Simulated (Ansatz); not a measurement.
**C2H7BO2: one species, many methods**

An exercise on one series of results from a longer session: the logs are not shown, and one member is left open.

The runs use Ansatz 0.2.0, Gaussian basis; functionals in def2-TZVPP, the program's frozen cores in correlated methods.

Levels to be run: LDA (SPW92), PBE-D4, revPBE-D4, BLYP-D4, r2SCAN-D4, B97M-V, PBE0-D4, B3LYP-D4, r2SCANh-D4, r2SCAN0-D4, HSE06-D4, BHLYP-D4, CAM-B3LYP-D4, LC-ωPBE, ωB97X-V, ωB97M-V, B2PLYP, PBE-QIDH; CCSD(T)/def2-SVP; CCSD(T)/def2-TZVPP; MP2/def2-QZVPP; extrapolation to the limit; RPA on PBE.

## Structure used throughout

All runs share one geometry, relaxed beforehand with PBE0-D4 in a triple-zeta def2 set.

SMILES `COBOC`, 12 atoms, charge 0, spin multiplicity 1.

Atoms are counted from 1 here; the program's logs count them from 0.

Bond lengths: C1–O2 1.409 Å, C1–H6 1.092 Å, C1–H7 1.094 Å, C1–H8 1.092 Å, O2–B3 1.357 Å, B3–O4 1.350 Å, B3–H9 1.200 Å, O4–C5 1.414 Å, C5–H10 1.092 Å, C5–H11 1.092 Å, C5–H12 1.091 Å. Angles: O2–C1–H6 109.3°, O2–C1–H7 111.6°, O2–C1–H8 109.3°, H6–C1–H7 109.0°, H6–C1–H8 108.6°, H7–C1–H8 109.0°, C1–O2–B3 121.4°, O2–B3–O4 121.0°, O2–B3–H9 121.3°, O4–B3–H9 117.7°, B3–O4–C5 122.5°, O4–C5–H10 108.8°, O4–C5–H11 108.8°, O4–C5–H12 112.0°, H10–C5–H11 108.6°, H10–C5–H12 109.3°, H11–C5–H12 109.3°.

Set-up of the first run:

Input file in.yaml:

```yaml
crystal:
  periodic: [false, false, false]
  atoms:
    - {symbol: C, position_ang: [-1.901599, -0.489231, 0.724898]}
    - {symbol: O, position_ang: [-0.691712, 0.007305, 0.201146]}
    - {symbol: B, position_ang: [0.424851, -0.762242, 0.147735]}
    - {symbol: O, position_ang: [1.579178, -0.277003, -0.356509]}
    - {symbol: C, position_ang: [1.696771, 1.041730, -0.853310]}
    - {symbol: H, position_ang: [-2.675726, -0.437350, -0.044169]}
    - {symbol: H, position_ang: [-1.799691, -1.525894, 1.058830]}
    - {symbol: H, position_ang: [-2.208673, 0.129055, 1.571569]}
    - {symbol: H, position_ang: [0.421685, -1.894326, 0.545418]}
    - {symbol: H, position_ang: [2.470462, 1.563429, -0.285898]}
    - {symbol: H, position_ang: [2.003502, 0.996711, -1.900505]}
    - {symbol: H, position_ang: [0.757953, 1.592515, -0.775108]}
basis:
  gaussian: {orbitals: def2-TZVPP}
hamiltonian: {xc: lda}
output: {orbitals: {seedname: orbitals}}
```

The run is started by

```
ansatz run in.yaml --threads 4 --pin off --events-out ev --progress --plain --max-ram 10444MiB
```

Steps of the session up to this table: LDA; PBE-D4 (GGA); revPBE-D4 (GGA); BLYP-D4 (GGA); r2SCAN-D4 (meta-GGA); B97M-V (meta-GGA); B3LYP-D4 (hybrid); r2SCANh-D4 (hybrid); r2SCAN0-D4 (hybrid); HSE06-D4 (hybrid); BHLYP-D4 (hybrid); CAM-B3LYP-D4 (range-separated); LC-ωPBE (range-separated); ωB97X-V (range-separated); ωB97M-V (range-separated); B2PLYP (double hybrid); PBE-QIDH (double hybrid).

One table of the session follows, with a row left open; its other results are not shown here.

It belongs to the step «Frontier levels by functional». 

| functional | HOMO (eV) | LUMO (eV) | gap (eV) |
| --- | --- | --- | --- |
| LDA (SPW92) | -6.84 | -0.27 | 6.57 |
| PBE-D4 | -6.69 | -0.02 | 6.68 |
| revPBE-D4 | -6.64 | 0.08 | 6.72 |
| BLYP-D4 | -6.59 | 0.08 | 6.67 |
| r2SCAN-D4 | -7.00 | 0.40 | 7.40 |
| B97M-V | -7.13 | 0.26 | 7.39 |
| PBE0-D4 | -8.21 | 0.93 | 9.15 |
| B3LYP-D4 | -7.97 | 0.66 | 8.64 |
| r2SCANh-D4 | -7.57 | 0.73 | 8.31 |
| r2SCAN0-D4 | -8.44 | 1.20 | 9.64 |
| HSE06-D4 | -7.81 | 0.56 | 8.37 |
| BHLYP-D4 | ? | ? | ? |
| CAM-B3LYP-D4 | -9.65 | 1.89 | 11.54 |
| LC-ωPBE | -10.99 | 3.11 | 14.11 |
| ωB97X-V | -10.66 | 2.96 | 13.62 |
| ωB97M-V | -10.60 | 2.57 | 13.17 |

Estimate the missing values for BHLYP-D4.

Worked estimate for «HOMO (eV)». Against the share of exact exchange, BLYP-D4 (0, -6.59), B3LYP-D4 (0.2, -7.97) give a slope of -6.90 per unit share; at 0.5 the line stands at -10.04.

As computed: HOMO (eV): -9.69; LUMO (eV): 1.78; gap (eV): 11.47. In «HOMO (eV)» the line misses by -0.35.
